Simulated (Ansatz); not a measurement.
# CH5ClFNOSi: two geometries relaxed

Aim: relax the geometries before and after the inversion of the pyramid at N1, and see whether they are two minima and how far apart in energy. SMILES of the start: N[SiH](Cl)C(O)F.

Method: RKS revPBE/def2-SVP, in Ansatz 0.2.0.

## 1. The structure to begin with

Bond lengths: N1–Si2 1.691 Å, Si2–Cl3 2.062 Å, Si2–C4 1.904 Å, C4–O5 1.428 Å, C4–F6 1.422 Å, N1–H7 0.985 Å, N1–H8 1.064 Å, Si2–H9 1.466 Å, C4–H10 1.027 Å, O5–H11 1.010 Å. Angles (14 of 16 angles, heavy atoms first): N1–Si2–Cl3 108.8°, N1–Si2–C4 115.8°, Cl3–Si2–C4 110.0°, Si2–C4–O5 115.4°, Si2–C4–F6 105.9°, O5–C4–F6 101.5°, N1–Si2–H9 105.3°, Cl3–Si2–H9 108.8°, C4–Si2–H9 107.9°, Si2–N1–H7 109.9°, Si2–N1–H8 104.0°, Si2–C4–H10 114.5°, O5–C4–H10 110.6°, F6–C4–H10 107.7°.

Coordinates:

```xyz
11

N    -1.1200   -1.1744   -0.9836
Si    0.2867   -0.2360   -0.9488
Cl    0.2021    1.1447   -2.4785
C     0.6579    0.6401    0.7003
O     0.5506   -0.1779    1.8661
F    -0.4064    1.5613    0.9009
H    -1.1683   -1.7346   -0.1753
H    -1.9055   -0.4629   -0.8930
H     1.3831   -1.1718   -1.2182
H     1.5368    1.1712    0.7120
H     0.0485    0.3835    2.5388
```

## 2. End point A

input.yaml reads:

```yaml
crystal:
  periodic: [false, false, false]
  atoms:
    - { symbol: "N", position_ang: [-1.12, -1.1744, -0.9836] }
    - { symbol: Si, position_ang: [0.2867, -0.236, -0.9488] }
    - { symbol: Cl, position_ang: [0.2021, 1.1447, -2.4785] }
    - { symbol: C, position_ang: [0.6579, 0.6401, 0.7003] }
    - { symbol: O, position_ang: [0.5506, -0.1779, 1.8661] }
    - { symbol: F, position_ang: [-0.4064, 1.5613, 0.9009] }
    - { symbol: H, position_ang: [-1.1683, -1.7346, -0.1753] }
    - { symbol: H, position_ang: [-1.9055, -0.4629, -0.893] }
    - { symbol: H, position_ang: [1.3831, -1.1718, -1.2182] }
    - { symbol: H, position_ang: [1.5368, 1.1712, 0.712] }
    - { symbol: H, position_ang: [0.0485, 0.3835, 2.5388] }
basis:
  gaussian: { orbitals: def2-SVP }
hamiltonian:
  xc: revpbe
relax:
  f_tol: 0.015
  max_steps: 40
```

Launch:

```bash
> ansatz run input.yaml --threads 2 --pin off --max-ram 3072MiB --backend cpu --events-out ev --progress --plain --runs-dir out
```

Output (excerpt; [...] marks lines left out):

```text
Warning: RAYON_NUM_THREADS=2 ignored (pool sized by the plan → 2); use --threads N
[...]
Functional definition: revPBE
[...]
1302 factors; their error is unknown
[...]
mean field -27755.33338432 eV, -1019.9896886331 hartree, gradient 5.4e-5 eV, S^2 0.000000; 0 other end points of the search recorded, 0 dependent functions left out
[...]
reference -27755.33342559 eV, -1019.9896901499 hartree; 33, 33 occupied and 84, 84 virtual orbitals, 1302 factors
relax step   1: F+E_penalty+E_count = -27755.33338432 eV  Δ(F+E_penalty+E_count) = +0.000e0 eV  max|allowed force component| = 3.608e0 eV/Å  Δτ_max = 0.0000 Å  (28 SCF iters, accepted)
[...]
relax step   5: F+E_penalty+E_count = -27756.02870533 eV  Δ(F+E_penalty+E_count) = -1.390e-2 eV  max|allowed force component| = 7.303e-1 eV/Å  Δτ_max = 0.1568 Å  (29 SCF iters, accepted)
[...]
relax step   9: F+E_penalty+E_count = -27756.08203336 eV  Δ(F+E_penalty+E_count) = -5.845e-3 eV  max|allowed force component| = 1.700e-1 eV/Å  Δτ_max = 0.0274 Å  (30 SCF iters, accepted)
[...]
relax step  13: F+E_penalty+E_count = -27756.08893271 eV  Δ(F+E_penalty+E_count) = -2.769e-3 eV  max|allowed force component| = 5.603e-2 eV/Å  Δτ_max = 0.0294 Å  (29 SCF iters, accepted)
[...]
relax step  16: F+E_penalty+E_count = -27756.09532246 eV  Δ(F+E_penalty+E_count) = -3.419e-3 eV  max|allowed force component| = 8.362e-2 eV/Å  Δτ_max = 0.0738 Å  (29 SCF iters, accepted)
[...]
relax step  17: F+E_penalty+E_count = -27756.09859982 eV  Δ(F+E_penalty+E_count) = -3.277e-3 eV  max|allowed force component| = 2.378e-1 eV/Å  Δτ_max = 0.0743 Å  (29 SCF iters, accepted)
```

## 3. The log goes on: end point A relaxed

The log, continued:

```text
these checks for a lower state are left out or cut short: starts, cluster_reference, orbital_swaps, neighbouring_geometries, increment
1302 factors; their error is unknown
mean field -27756.09999648 eV, -1020.0178611103 hartree, gradient 8.2e-6 eV, S^2 0.000000; 0 other end points of the search recorded, 0 dependent functions left out
the calculation of the forces begins
reference -27756.10003839 eV, -1020.0178626504 hartree; 33, 33 occupied and 84, 84 virtual orbitals, 1302 factors
relax step  18: F+E_penalty+E_count = -27756.09999648 eV  Δ(F+E_penalty+E_count) = -1.397e-3 eV  max|allowed force component| = 6.441e-1 eV/Å  Δτ_max = 0.1089 Å  (30 SCF iters, accepted)
these checks for a lower state are left out or cut short: starts, cluster_reference, orbital_swaps, neighbouring_geometries, increment
1302 factors; their error is unknown
mean field -27756.11022662 eV, -1020.0182370611 hartree, gradient 8.3e-6 eV, S^2 0.000000; 0 other end points of the search recorded, 0 dependent functions left out
the calculation of the forces begins
reference -27756.11026843 eV, -1020.0182385976 hartree; 33, 33 occupied and 84, 84 virtual orbitals, 1302 factors
relax step  19: F+E_penalty+E_count = -27756.11022662 eV  Δ(F+E_penalty+E_count) = -1.023e-2 eV  max|allowed force component| = 4.571e-1 eV/Å  Δτ_max = 0.0679 Å  (30 SCF iters, accepted)
these checks for a lower state are left out or cut short: starts, cluster_reference, orbital_swaps, neighbouring_geometries, increment
1302 factors; their error is unknown
mean field -27756.11688304 eV, -1020.0184816798 hartree, gradient 2.4e-5 eV, S^2 0.000000; 0 other end points of the search recorded, 0 dependent functions left out
the calculation of the forces begins
reference -27756.11692478 eV, -1020.0184832138 hartree; 33, 33 occupied and 84, 84 virtual orbitals, 1302 factors
relax step  20: F+E_penalty+E_count = -27756.11688304 eV  Δ(F+E_penalty+E_count) = -6.656e-3 eV  max|allowed force component| = 2.144e-1 eV/Å  Δτ_max = 0.0427 Å  (29 SCF iters, accepted)
these checks for a lower state are left out or cut short: starts, cluster_reference, orbital_swaps, neighbouring_geometries, increment
1302 factors; their error is unknown
mean field evaluation 160: about -27756.0947 eV, gradient 2.4e-5 eV
mean field -27756.09467312 eV, -1020.0176654803 hartree, gradient 2.4e-5 eV, S^2 0.000000; 0 other end points of the search recorded, 0 dependent functions left out
the calculation of the forces begins
reference -27756.09471503 eV, -1020.0176670205 hartree; 33, 33 occupied and 84, 84 virtual orbitals, 1302 factors
relax step  21: F+E_penalty+E_count = -27756.09467312 eV  Δ(F+E_penalty+E_count) = +2.221e-2 eV  max|allowed force component| = 1.499e0 eV/Å  Δτ_max = 0.1993 Å  (35 SCF iters, rejected (line search))
these checks for a lower state are left out or cut short: starts, cluster_reference, orbital_swaps, neighbouring_geometries, increment
1302 factors; their error is unknown
mean field -27756.13148542 eV, -1020.0190183076 hartree, gradient 9.3e-6 eV, S^2 0.000000; 0 other end points of the search recorded, 0 dependent functions left out
the calculation of the forces begins
reference -27756.13152708 eV, -1020.0190198387 hartree; 33, 33 occupied and 84, 84 virtual orbitals, 1302 factors
relax step  22: F+E_penalty+E_count = -27756.13148542 eV  Δ(F+E_penalty+E_count) = -1.460e-2 eV  max|allowed force component| = 1.937e-1 eV/Å  Δτ_max = 0.0997 Å  (29 SCF iters, accepted)
these checks for a lower state are left out or cut short: starts, cluster_reference, orbital_swaps, neighbouring_geometries, increment
1302 factors; their error is unknown
mean field -27756.13956511 eV, -1020.0193152306 hartree, gradient 8.4e-6 eV, S^2 0.000000; 0 other end points of the search recorded, 0 dependent functions left out
the calculation of the forces begins
reference -27756.13960682 eV, -1020.0193167636 hartree; 33, 33 occupied and 84, 84 virtual orbitals, 1302 factors
relax step  23: F+E_penalty+E_count = -27756.13956511 eV  Δ(F+E_penalty+E_count) = -8.080e-3 eV  max|allowed force component| = 4.570e-1 eV/Å  Δτ_max = 0.0975 Å  (30 SCF iters, accepted)
these checks for a lower state are left out or cut short: starts, cluster_reference, orbital_swaps, neighbouring_geometries, increment
1302 factors; their error is unknown
mean field -27756.13793051 eV, -1020.0192551602 hartree, gradient 1.2e-5 eV, S^2 0.000000; 0 other end points of the search recorded, 0 dependent functions left out
the calculation of the forces begins
reference -27756.13797212 eV, -1020.0192566894 hartree; 33, 33 occupied and 84, 84 virtual orbitals, 1302 factors
relax step  24: F+E_penalty+E_count = -27756.13793051 eV  Δ(F+E_penalty+E_count) = +1.635e-3 eV  max|allowed force component| = 2.298e-1 eV/Å  Δτ_max = 0.1500 Å  (29 SCF iters, rejected (line search))
these checks for a lower state are left out or cut short: starts, cluster_reference, orbital_swaps, neighbouring_geometries, increment
1302 factors; their error is unknown
mean field -27756.14759228 eV, -1020.0196102236 hartree, gradient 2.5e-5 eV, S^2 0.000000; 0 other end points of the search recorded, 0 dependent functions left out
the calculation of the forces begins
reference -27756.14763389 eV, -1020.0196117528 hartree; 33, 33 occupied and 84, 84 virtual orbitals, 1302 factors
relax step  25: F+E_penalty+E_count = -27756.14759228 eV  Δ(F+E_penalty+E_count) = -8.027e-3 eV  max|allowed force component| = 7.145e-2 eV/Å  Δτ_max = 0.0731 Å  (28 SCF iters, accepted)
these checks for a lower state are left out or cut short: starts, cluster_reference, orbital_swaps, neighbouring_geometries, increment
1302 factors; their error is unknown
mean field evaluation 192: about -27756.1505 eV, gradient 7.0e-5 eV
mean field -27756.15050417 eV, -1020.0197172337 hartree, gradient 2.5e-5 eV, S^2 0.000000; 0 other end points of the search recorded, 0 dependent functions left out
the calculation of the forces begins
reference -27756.15054588 eV, -1020.0197187667 hartree; 33, 33 occupied and 84, 84 virtual orbitals, 1302 factors
relax step  26: F+E_penalty+E_count = -27756.15050417 eV  Δ(F+E_penalty+E_count) = -2.912e-3 eV  max|allowed force component| = 1.140e-1 eV/Å  Δτ_max = 0.0676 Å  (29 SCF iters, accepted)
these checks for a lower state are left out or cut short: starts, cluster_reference, orbital_swaps, neighbouring_geometries, increment
1302 factors; their error is unknown
mean field -27756.14641442 eV, -1020.0195669381 hartree, gradient 2.5e-5 eV, S^2 0.000000; 0 other end points of the search recorded, 0 dependent functions left out
the calculation of the forces begins
reference -27756.14645632 eV, -1020.0195684780 hartree; 33, 33 occupied and 84, 84 virtual orbitals, 1302 factors
relax step  27: F+E_penalty+E_count = -27756.14641442 eV  Δ(F+E_penalty+E_count) = +4.090e-3 eV  max|allowed force component| = 1.598e-1 eV/Å  Δτ_max = 0.0437 Å  (29 SCF iters, rejected (line search))
these checks for a lower state are left out or cut short: starts, cluster_reference, orbital_swaps, neighbouring_geometries, increment
1302 factors; their error is unknown
mean field -27756.15155261 eV, -1020.0197557633 hartree, gradient 2.4e-5 eV, S^2 0.000000; 0 other end points of the search recorded, 0 dependent functions left out
the calculation of the forces begins
reference -27756.15159440 eV, -1020.0197572988 hartree; 33, 33 occupied and 84, 84 virtual orbitals, 1302 factors
relax step  28: F+E_penalty+E_count = -27756.15155261 eV  Δ(F+E_penalty+E_count) = -1.048e-3 eV  max|allowed force component| = 1.694e-2 eV/Å  Δτ_max = 0.0213 Å  (30 SCF iters, accepted)
these checks for a lower state are left out or cut short: starts, cluster_reference, orbital_swaps, neighbouring_geometries, increment
1302 factors; their error is unknown
mean field -27756.15227883 eV, -1020.0197824511 hartree, gradient 2.5e-5 eV, S^2 0.000000; 0 other end points of the search recorded, 0 dependent functions left out
the calculation of the forces begins
reference -27756.15232083 eV, -1020.0197839946 hartree; 33, 33 occupied and 84, 84 virtual orbitals, 1302 factors
relax step  29: F+E_penalty+E_count = -27756.15227883 eV  Δ(F+E_penalty+E_count) = -7.262e-4 eV  max|allowed force component| = 2.427e-2 eV/Å  Δτ_max = 0.0428 Å  (29 SCF iters, accepted)
these checks for a lower state are left out or cut short: starts, cluster_reference, orbital_swaps, neighbouring_geometries, increment
1302 factors; their error is unknown
mean field -27756.15242589 eV, -1020.0197878557 hartree, gradient 2.5e-5 eV, S^2 0.000000; 0 other end points of the search recorded, 0 dependent functions left out
the calculation of the forces begins
reference -27756.15246797 eV, -1020.0197894020 hartree; 33, 33 occupied and 84, 84 virtual orbitals, 1302 factors
relax step  30: F+E_penalty+E_count = -27756.15242589 eV  Δ(F+E_penalty+E_count) = -1.471e-4 eV  max|allowed force component| = 1.297e-2 eV/Å  Δτ_max = 0.0148 Å  (30 SCF iters, accepted)
1302 factors; their error is unknown
mean field evaluation 224: about -27756.2363 eV, gradient 2.0e-1 eV
mean field -27756.15242589 eV, -1020.0197878557 hartree, gradient 2.4e-5 eV, S^2 0.000000; 1 other end points of the search recorded, 0 dependent functions left out
the calculation of the forces begins
reference -27756.15246797 eV, -1020.0197894020 hartree; 33, 33 occupied and 84, 84 virtual orbitals, 1302 factors
Total energy: -27756.15246797 eV, -1020.0197894020 hartree
Atom 0 at    -1.237552    -1.103484    -0.736950 Å, force    -0.008971     0.011825    -0.007342 eV/Å
Atom 1 at     0.326727    -0.372414    -0.808274 Å, force    -0.000367    -0.012256    -0.000080 eV/Å
Atom 2 at     0.673296     0.918735    -2.450334 Å, force     0.002327    -0.000917     0.001422 eV/Å
Atom 3 at     0.461973     0.747998     0.764278 Å, force    -0.004035     0.001338    -0.012972 eV/Å
Atom 4 at     0.686987    -0.052929     1.874105 Å, force     0.000691     0.004549     0.002605 eV/Å
Atom 5 at    -0.786029     1.430337     0.874430 Å, force     0.004466    -0.000299     0.005096 eV/Å
Atom 6 at    -1.534332    -1.775304    -1.449247 Å, force     0.005799     0.006939     0.010602 eV/Å
Atom 7 at    -2.015579    -0.502044    -0.449085 Å, force     0.003221    -0.009054    -0.001507 eV/Å
Atom 8 at     1.382804    -1.429210    -0.889673 Å, force     0.001858     0.002166     0.000029 eV/Å
Atom 9 at     1.225541     1.556598     0.652962 Å, force    -0.006261     0.000939     0.001664 eV/Å
Atom 10 at     0.881663     0.524918     2.638489 Å, force     0.001272    -0.005229     0.000483 eV/Å
Dipole moment:    -0.020612    -0.082721     0.255886 e Å
```

It took 89 s on 2 threads of Arm Neoverse V2, shared host; peak memory 0.21 GiB.

Step by step, one in 2:

| step | energy from step 1 (eV) | largest force component (eV/Å) |
| --- | --- | --- |
| 1 | 0.0000 | 3.6079 |
| 3 | -0.6277 | 0.8507 |
| 5 | -0.6953 | 0.7303 |
| 7 | -0.7370 | 0.0868 |
| 9 | -0.7486 | 0.1700 |
| 11x | -0.7511 | 0.7134 |
| 13 | -0.7555 | 0.0560 |
| 15x | -0.7542 | 0.9001 |
| 17 | -0.7652 | 0.2378 |
| 19 | -0.7768 | 0.4571 |
| 21x | -0.7613 | 1.4989 |
| 23 | -0.8062 | 0.4570 |
| 25 | -0.8142 | 0.0714 |
| 27x | -0.8130 | 0.1598 |
| 29 | -0.8189 | 0.0243 |
| 30 | -0.8190 | 0.0130 |

Step 1 is the start. 6 steps were tried and not accepted (marked x).

After: Bond lengths: N1–Si2 1.728 Å, Si2–Cl3 2.117 Å, Si2–C4 1.936 Å, C4–O5 1.387 Å, C4–F6 1.427 Å, N1–H7 1.023 Å, N1–H8 1.025 Å, Si2–H9 1.496 Å, C4–H10 1.118 Å, O5–H11 0.978 Å. Angles (14 of 16 angles, heavy atoms first): N1–Si2–Cl3 116.0°, N1–Si2–C4 105.9°, Cl3–Si2–C4 105.4°, Si2–C4–O5 109.1°, Si2–C4–F6 106.2°, O5–C4–F6 110.9°, N1–Si2–H9 110.0°, Cl3–Si2–H9 105.8°, C4–Si2–H9 113.8°, Si2–N1–H7 120.8°, Si2–N1–H8 116.8°, Si2–C4–H10 112.7°, O5–C4–H10 112.7°, F6–C4–H10 105.0°.

## 4. Relaxing end B

The second end starts from a geometry with the move made by hand.

Edit input.yaml of step 2 so:

```diff
@@ -9,4 +9,4 @@
     - { symbol: F, position_ang: [-0.4064, 1.5613, 0.9009] }
-    - { symbol: H, position_ang: [-1.1683, -1.7346, -0.1753] }
-    - { symbol: H, position_ang: [-1.9055, -0.4629, -0.893] }
+    - { symbol: H, position_ang: [-0.88652, -2.12918, -0.92545] }
+    - { symbol: H, position_ang: [-1.50283, -1.02677, -1.96498] }
     - { symbol: H, position_ang: [1.3831, -1.1718, -1.2182] }
```

Launch:

```bash
> ansatz run input.yaml --threads 2 --pin off --max-ram 3072MiB --backend cpu --events-out ev --progress --plain --runs-dir out
```

Output (excerpt; [...] marks lines left out):

```text
Warning: RAYON_NUM_THREADS=2 ignored (pool sized by the plan → 2); use --threads N
[...]
[... 1 set-up line as earlier in the session ...]
[...]
1302 factors; their error is unknown
[...]
mean field -27755.21406332 eV, -1019.9853036672 hartree, gradient 6.3e-5 eV, S^2 0.000000; 0 other end points of the search recorded, 0 dependent functions left out
[...]
reference -27755.21410499 eV, -1019.9853051986 hartree; 33, 33 occupied and 84, 84 virtual orbitals, 1302 factors
relax step   1: F+E_penalty+E_count = -27755.21406332 eV  Δ(F+E_penalty+E_count) = +0.000e0 eV  max|allowed force component| = 3.952e0 eV/Å  Δτ_max = 0.0000 Å  (28 SCF iters, accepted)
[...]
relax step   5: F+E_penalty+E_count = -27755.98371996 eV  Δ(F+E_penalty+E_count) = -5.269e-2 eV  max|allowed force component| = 4.080e-1 eV/Å  Δτ_max = 0.2000 Å  (29 SCF iters, accepted)
[...]
relax step   9: F+E_penalty+E_count = -27756.01490433 eV  Δ(F+E_penalty+E_count) = -5.593e-3 eV  max|allowed force component| = 2.629e-1 eV/Å  Δτ_max = 0.0689 Å  (29 SCF iters, accepted)
[...]
relax step  13: F+E_penalty+E_count = -27756.04511843 eV  Δ(F+E_penalty+E_count) = -1.108e-2 eV  max|allowed force component| = 5.661e-1 eV/Å  Δτ_max = 0.1467 Å  (27 SCF iters, accepted)
[...]
relax step  15: F+E_penalty+E_count = -27756.09701778 eV  Δ(F+E_penalty+E_count) = -2.198e-2 eV  max|allowed force component| = 1.705e-1 eV/Å  Δτ_max = 0.1294 Å  (28 SCF iters, accepted)
[...]
relax step  16: F+E_penalty+E_count = -27756.10106365 eV  Δ(F+E_penalty+E_count) = -4.046e-3 eV  max|allowed force component| = 1.152e0 eV/Å  Δτ_max = 0.1995 Å  (29 SCF iters, accepted)
[...]
1302 factors; their error is unknown
[...]
```

## 5. More of the same log: end point B relaxed

Output, continued (excerpt; [...] marks lines left out):

```text
mean field -27756.13100089 eV, -1020.0190005013 hartree, gradient 8.7e-6 eV, S^2 0.000000; 0 other end points of the search recorded, 0 dependent functions left out
[...]
reference -27756.13104267 eV, -1020.0190020368 hartree; 33, 33 occupied and 84, 84 virtual orbitals, 1302 factors
relax step  17: F+E_penalty+E_count = -27756.13100089 eV  Δ(F+E_penalty+E_count) = -2.994e-2 eV  max|allowed force component| = 5.310e-1 eV/Å  Δτ_max = 0.1220 Å  (30 SCF iters, accepted)
[...]
relax step  19: F+E_penalty+E_count = -27756.14658488 eV  Δ(F+E_penalty+E_count) = -6.429e-3 eV  max|allowed force component| = 7.757e-2 eV/Å  Δτ_max = 0.0608 Å  (29 SCF iters, accepted)
[...]
relax step  21: F+E_penalty+E_count = -27756.15134804 eV  Δ(F+E_penalty+E_count) = -1.103e-3 eV  max|allowed force component| = 1.195e-1 eV/Å  Δτ_max = 0.0747 Å  (29 SCF iters, accepted)
[...]
Atom 1 at     0.495185    -0.406580    -0.946474 Å, force     0.002995    -0.005787    -0.004745 eV/Å
Atom 2 at     0.908875     0.959531    -2.510682 Å, force    -0.000610     0.002270     0.000277 eV/Å
Atom 3 at     0.380813     0.667838     0.659586 Å, force    -0.004987     0.003323     0.008423 eV/Å
Atom 4 at     0.581076    -0.147753     1.763847 Å, force    -0.000481     0.002024    -0.004312 eV/Å
Atom 5 at    -0.930941     1.228479     0.673344 Å, force     0.004429    -0.002955    -0.001442 eV/Å
Atom 6 at    -1.176978    -1.926160    -1.807658 Å, force    -0.001276    -0.002464    -0.003242 eV/Å
Atom 7 at    -1.855234    -0.724794    -0.831563 Å, force    -0.003169    -0.001315    -0.000703 eV/Å
Atom 8 at     1.633353    -1.377799    -0.944185 Å, force    -0.001374     0.000519     0.002267 eV/Å
Atom 9 at     1.070284     1.547201     0.640963 Å, force     0.000006    -0.002028    -0.000404 eV/Å
Atom 10 at     0.650431     0.417219     2.558853 Å, force     0.000445     0.000142    -0.002268 eV/Å
Dipole moment:    -0.042897    -0.091403     0.249636 e Å
```

Wall time 78 s (2 threads of Arm Neoverse V2, shared host); peak memory 0.21 GiB.

Relaxation path:

| step | energy from step 1 (eV) | largest force component (eV/Å) |
| --- | --- | --- |
| 1 | 0.0000 | 3.9522 |
| 2 | -0.5747 | 1.1617 |
| 3 | -0.6705 | 0.5298 |
| 4 | -0.7170 | 0.7739 |
| 5 | -0.7697 | 0.4080 |
| 6 | -0.7778 | 0.3581 |
| 7 | -0.7881 | 0.1510 |
| 8 | -0.7952 | 0.1846 |
| 9 | -0.8008 | 0.2629 |
| 10x | -0.7786 | 1.2612 |
| 11 | -0.8097 | 0.1892 |
| 12 | -0.8200 | 0.2960 |
| 13 | -0.8311 | 0.5661 |
| 14 | -0.8610 | 0.4579 |
| 15 | -0.8830 | 0.1705 |
| 16 | -0.8870 | 1.1517 |
| 17 | -0.9169 | 0.5310 |
| 18 | -0.9261 | 0.3187 |
| 19 | -0.9325 | 0.0776 |
| 20 | -0.9362 | 0.0361 |
| 21 | -0.9373 | 0.1195 |
| 22x | -0.9329 | 0.2299 |
| 23 | -0.9380 | 0.0157 |
| 24 | -0.9382 | 0.0422 |
| 25 | -0.9384 | 0.0178 |
| 26 | -0.9385 | 0.0176 |
| 27 | -0.9385 | 0.0084 |

Step 1 is the start. 2 steps were tried and not accepted (marked x).

After: Bond lengths: N1–Si2 1.727 Å, Si2–Cl3 2.118 Å, Si2–C4 1.936 Å, C4–O5 1.387 Å, C4–F6 1.427 Å, N1–H7 1.023 Å, N1–H8 1.024 Å, Si2–H9 1.496 Å, C4–H10 1.118 Å, O5–H11 0.978 Å. Angles (14 of 16 angles, heavy atoms first): N1–Si2–Cl3 116.0°, N1–Si2–C4 105.9°, Cl3–Si2–C4 105.4°, Si2–C4–O5 109.0°, Si2–C4–F6 106.3°, O5–C4–F6 110.9°, N1–Si2–H9 110.1°, Cl3–Si2–H9 105.7°, C4–Si2–H9 113.8°, Si2–N1–H7 121.0°, Si2–N1–H8 117.0°, Si2–C4–H10 112.7°, O5–C4–H10 112.8°, F6–C4–H10 105.0°.

## 6. Results

```
                           quantity                     value
                              end A  23 moves, 0.819 eV lower
                              end B  24 moves, 0.939 eV lower
largest difference between the ends                    0.02 Å
            end B relative to end A                 -0.000 eV
```

Both starts fell into the same minimum (no atom differs by more than 0.02 Å), so from this start no second minimum was found and no band was run; another arrangement could still be one.
